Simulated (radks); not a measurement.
**Fractional charge and spin in the 2p shell of fluorine**

Aim: the energy as the spin-up occupation of 2p runs from 1 to 2 and the spin-down one from 1 to 2, against the two flat planes that join the four corners. Added charge counts from the emptiest corner (up 1, down 1).

The numbers are computed with radks (a radial shooting solver on a logarithmic mesh, Libxc functionals) version 1 (non-relativistic Kohn-Sham, PBEsol, spin-polarised, spherical densities, point nucleus), except any that are marked as measured or tabulated.

## Step 1: The system

| Item | Value |
| --- | --- |
| element | fluorine (Z = 9) |
| configuration | [He] 2s2 2p(up 2, down 2) |

A shell typed twice in an input gives spin up, then spin down.

## Step 2: 2p: up 2, down 2

The run's settings:

```text
Z 9
configuration [He] 2s2 2p2 2p2
relativity non-relativistic
functional pbe_sol,pbe_sol
spin polarised
nucleus point
```

The run is started by

```console
> python run_ks.py task.json out
```

The same process makes all the runs of this session.

## Step 3: 2p: up 2, down 1.75

The run's settings:

```text
Z 9
configuration [He] 2s2 2p2 2p1.75
relativity non-relativistic
functional pbe_sol,pbe_sol
spin polarised
nucleus point
```

## Step 4: 2p: up 2, down 1.5

The run's settings:

```text
Z 9
configuration [He] 2s2 2p2 2p1.5
relativity non-relativistic
functional pbe_sol,pbe_sol
spin polarised
nucleus point
```

## Step 5: 2p: up 2, down 1.25

The run's settings:

```text
Z 9
configuration [He] 2s2 2p2 2p1.25
relativity non-relativistic
functional pbe_sol,pbe_sol
spin polarised
nucleus point
```

## Step 6: 2p: up 2, down 1

The run's settings:

```text
Z 9
configuration [He] 2s2 2p2 2p1
relativity non-relativistic
functional pbe_sol,pbe_sol
spin polarised
nucleus point
```

## Step 7: 2p: up 1.75, down 1.75

The run's settings:

```text
Z 9
configuration [He] 2s2 2p1.75 2p1.75
relativity non-relativistic
functional pbe_sol,pbe_sol
spin polarised
nucleus point
```

## Step 8: 2p: up 1.75, down 1.5

The run's settings:

```text
Z 9
configuration [He] 2s2 2p1.75 2p1.5
relativity non-relativistic
functional pbe_sol,pbe_sol
spin polarised
nucleus point
```

## Step 9: 2p: up 1.75, down 1.25

The run's settings:

```text
Z 9
configuration [He] 2s2 2p1.75 2p1.25
relativity non-relativistic
functional pbe_sol,pbe_sol
spin polarised
nucleus point
```

## Step 10: 2p: up 1.75, down 1

The run's settings:

```text
Z 9
configuration [He] 2s2 2p1.75 2p1
relativity non-relativistic
functional pbe_sol,pbe_sol
spin polarised
nucleus point
```

## Step 11: 2p: up 1.5, down 1.5

The run's settings:

```text
Z 9
configuration [He] 2s2 2p1.5 2p1.5
relativity non-relativistic
functional pbe_sol,pbe_sol
spin polarised
nucleus point
```

## Step 12: 2p: up 1.5, down 1.25

The run's settings:

```text
Z 9
configuration [He] 2s2 2p1.5 2p1.25
relativity non-relativistic
functional pbe_sol,pbe_sol
spin polarised
nucleus point
```

## Step 13: 2p: up 1.5, down 1

The run's settings:

```text
Z 9
configuration [He] 2s2 2p1.5 2p1
relativity non-relativistic
functional pbe_sol,pbe_sol
spin polarised
nucleus point
```

## Step 14: 2p: up 1.25, down 1.25

The run's settings:

```text
Z 9
configuration [He] 2s2 2p1.25 2p1.25
relativity non-relativistic
functional pbe_sol,pbe_sol
spin polarised
nucleus point
```

## Step 15: 2p: up 1.25, down 1

The run's settings:

```text
Z 9
configuration [He] 2s2 2p1.25 2p1
relativity non-relativistic
functional pbe_sol,pbe_sol
spin polarised
nucleus point
```

## Step 16: 2p: up 1, down 1

The run's settings:

```text
Z 9
configuration [He] 2s2 2p1 2p1
relativity non-relativistic
functional pbe_sol,pbe_sol
spin polarised
nucleus point
```

**Question.** What will these runs give? Wanted: for each run, down \ up; 1; 1.25; 1.5; 1.75; 2.

The runs gave:

```
down \ up       1    1.25     1.5    1.75       2
        1   0.000  -2.139  -2.829  -2.105   0.000
     1.25  -2.139  -2.663  -1.788   0.451  -1.832
      1.5  -2.829  -1.788   0.601  -1.547  -2.418
     1.75  -2.105   0.451  -1.547  -2.282  -1.794
        2   0.000  -1.832  -2.418  -1.794   0.000
```

In words: The table gives the energy in eV minus the planes, whose edge runs along up + down = one added electron; mirror points follow by spin symmetry. With half an added electron in each spin it lies 0.60 eV above the planes. With half an electron added in spin up alone it lies 2.83 eV below them. The planes are only a guide here: the condition holds for ground states with one frontier orbital, and this shell is degenerate.
